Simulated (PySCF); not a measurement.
# SnH2: relaxation and vibrations of the singlet

Aim: relax SnH2 as a singlet from a PBE0 minimum start, check by its vibrations whether the end is a minimum, and collect its spectrum and constants.

Program: PySCF 2.14.0. Level of theory: PBE0, basis Sn x2c-TZVPall, H x2c-TZVPall, spin-free X2C, no spin–orbit coupling, density fitting. These are calculated values, not measurements.

## (1) The starting structure

3 atoms, charge 0, spin multiplicity 1.

Bond lengths: Sn1–H2 1.774 Å, Sn1–H3 1.774 Å. Angles: H2–Sn1–H3 90.4°.

Coordinates in bohr (charge 0 multiplicity 1):
```
Sn    0.0000    0.0000   -0.0391
H     2.3791    0.0000    2.3237
H    -2.3791    0.0000    2.3237
```

## (2) The SCF at the typed geometry

The steps below are one call of a driver around PySCF. For each, scf.py gives the equivalent set-up of the SCF; relaxations use the driver's own optimiser. After this first run the driver tries any further starts and a stability analysis.

Input file scf.py:

```python
from pyscf import gto, scf, dft
mol = gto.M(atom='''
Sn     0.000000     0.000000    -0.020671
H      1.258975    -0.000000     1.229624
H     -1.258975     0.000000     1.229624''',
    basis={'Sn': 'x2c-TZVPall', 'H': 'x2c-TZVPall'},
    nucmod='G',
    charge=0, spin=0)
mf = dft.RKS(mol, xc='PBE0')
mf.grids.atom_grid = (50, 194)
aux = {'Sn': 'AutoAux', 'H': 'AutoAux'}  # AutoAux: made from the orbital basis by basis_set_exchange (get_aux=1)
mf = mf.density_fit(auxbasis=aux).sfx2c1e()
mf.conv_tol = 1e-08
mf.diis_space = 10
mf.max_cycle = 60
mf.init_guess = 'minao'
mf.verbose = 4
mf.kernel()
```

On the command line:

```
$ OMP_NUM_THREADS=2 python axn.py task.json out
```

Further steps of the session: Relaxing the singlet from the PBE0 minimum start; Vibrations and properties at this point.

**Question.** What will these runs give? Wanted: minimum; geometry; wavenumbers; dipole moment; highest occupied, lowest empty level; polar-tensor charge of Sn1; zero-point energy.

As calculated:

```
                            quantity                            value
                             minimum                     singlet, C2v
                            geometry  Sn–H 1.774 Å (×2); H–Sn–H 90.3°
                  wavenumbers (cm⁻¹)   793 (a1), 1737 (a1), 1739 (b2)
                       dipole moment                           0.72 D
highest occupied, lowest empty level                  -6.62, -2.97 eV
          polar-tensor charge of Sn1                          +0.58 e
                   zero-point energy                      25.5 kJ/mol
                 entropy at 298.15 K                  229.6 J/(mol K)
```

The PBE0 minimum start keeps its C2v symmetry and ends in a minimum. In the infrared the band at 1739 cm⁻¹ (b2, stretch) leads. Other starts or spin states, not run here, may lie lower.
